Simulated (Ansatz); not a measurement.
# C₅H₁₀O₃: up Jacob's ladder to CCSD(T)

An exercise on one series of results from a longer session: the logs are not shown, and one member is left open.

Program: Ansatz 0.2.0, Gaussian basis. Level of theory: functionals in def2-TZVPP, the program's frozen cores in correlated methods. These are calculated values, not measurements.

Levels to be run: PBE-D4, r2SCAN-D4, PBE0-D4, B3LYP-D4, ωB97X-V, ωB97M-V, B2PLYP; CCSD(T)/def2-TZVPP; MP2/def2-QZVPP; extrapolation to the limit.

## Structure used throughout

All runs share one geometry, relaxed beforehand with PBE0-D4 in a triple-zeta def2 set.

SMILES `OCC1OCCCO1`, 18 atoms, charge 0, spin multiplicity 1.

Atoms are counted from 1 here; the program's logs count them from 0.

Bond lengths: O1–C2 1.408 Å, O1–H9 0.958 Å, C2–C3 1.507 Å, C2–H10 1.096 Å, C2–H11 1.097 Å, C3–O4 1.399 Å, C3–O8 1.396 Å, C3–H12 1.107 Å, O4–C5 1.414 Å, C5–C6 1.517 Å, C5–H13 1.102 Å, C5–H14 1.091 Å, C6–C7 1.517 Å, C6–H15 1.094 Å, C6–H16 1.093 Å, C7–O8 1.412 Å, C7–H17 1.091 Å, C7–H18 1.102 Å. Angles: C2–O1–H9 108.6°, O1–C2–C3 108.2°, O1–C2–H10 112.2°, O1–C2–H11 111.8°, C3–C2–H10 107.8°, C3–C2–H11 107.8°, H10–C2–H11 108.8°, C2–C3–O4 107.6°, C2–C3–O8 109.0°, C2–C3–H12 110.0°, O4–C3–O8 112.0°, O4–C3–H12 109.3°, O8–C3–H12 108.9°, C3–O4–C5 111.2°, O4–C5–C6 110.7°, O4–C5–H13 109.3°, O4–C5–H14 106.6°, C6–C5–H13 110.0° and more.

The first run:

Contents of in.yaml:

```yaml
crystal:
  periodic: [false, false, false]
  atoms:
    - {symbol: O, position_ang: [-2.375174, 1.344316, -1.382799]}
    - {symbol: C, position_ang: [-1.247067, 0.570643, -1.718085]}
    - {symbol: C, position_ang: [-0.373205, 0.456689, -0.495366]}
    - {symbol: O, position_ang: [0.884250, 0.007369, -0.913575]}
    - {symbol: C, position_ang: [1.775101, -0.108468, 0.177808]}
    - {symbol: C, position_ang: [1.201766, -1.026087, 1.241459]}
    - {symbol: C, position_ang: [-0.197945, -0.551645, 1.583934]}
    - {symbol: O, position_ang: [-0.969565, -0.424374, 0.407717]}
    - {symbol: H, position_ang: [-3.055431, 1.195287, -2.041213]}
    - {symbol: H, position_ang: [-1.518299, -0.443905, -2.032117]}
    - {symbol: H, position_ang: [-0.653030, 1.038764, -2.512211]}
    - {symbol: H, position_ang: [-0.265841, 1.446754, -0.012816]}
    - {symbol: H, position_ang: [1.962098, 0.890374, 0.603483]}
    - {symbol: H, position_ang: [2.715674, -0.486378, -0.225419]}
    - {symbol: H, position_ang: [1.838815, -1.023535, 2.130825]}
    - {symbol: H, position_ang: [1.155538, -2.048324, 0.856318]}
    - {symbol: H, position_ang: [-0.723898, -1.256616, 2.229150]}
    - {symbol: H, position_ang: [-0.153776, 0.419115, 2.102907]}
basis:
  gaussian: {orbitals: def2-TZVPP}
hamiltonian: {xc: pbe, dispersion: d4}
output: {forces: true, orbitals: {seedname: orbitals}}
```

The run is started by

```sh
$ ansatz run in.yaml --threads 2 --pin off --events-out ev --progress --plain --max-ram 32768MiB --backend cuda --devices 0, --max-vram 18GiB
```

Among the steps run: PBE-D4 (GGA); r2SCAN-D4 (meta-GGA); PBE0-D4 (hybrid); B3LYP-D4 (hybrid); ωB97X-V (range-separated); ωB97M-V (range-separated); B2PLYP (double hybrid); CCSD(T) in def2-TZVPP; MP2 in def2-QZVPP.

One of the session's tables, all rows but one given; the rest of the session is left out.

| method | atoms, summed (eV) | atomisation energy (kJ/mol) |
| --- | --- | --- |
| PBE-D4 | -11401.707 | 7554.5 |
| r2SCAN-D4 | -11410.815 | 7369.1 |
| PBE0-D4 | -11404.102 | 7395.2 |
| B3LYP-D4 | -11418.109 | 7328.5 |
| ωB97X-V | -11413.630 | 7367.8 |
| ωB97M-V | ? | ? |
| B2PLYP | -11409.109 | 7261.4 |
| HF/def2-TZVPP | -11371.839 | 5230.3 |
| MP2/def2-TZVPP | -11392.398 | 7319.2 |
| CCSD/def2-TZVPP | -11396.531 | 7045.8 |
| CCSD(T)/def2-TZVPP | -11397.040 | 7164.4 |
| MP2/CBS | -11396.348 | 7504.8 |
| CCSD(T)/CBS | -11400.989 | 7350.0 |

Estimate the missing values for ωB97M-V.

The run gave: atoms, summed (eV): -11412.580; atomisation energy (kJ/mol): 7372.6. In the column «atoms, summed (eV)» it lies between ωB97X-V (-11413.630) and r2SCAN-D4 (-11410.815).

Caveats from the session: Free atoms (3 O, 5 C, 10 H) were run apart at each level; the atomisation energy is their sum less the molecule, without zero-point or spin-orbit terms.
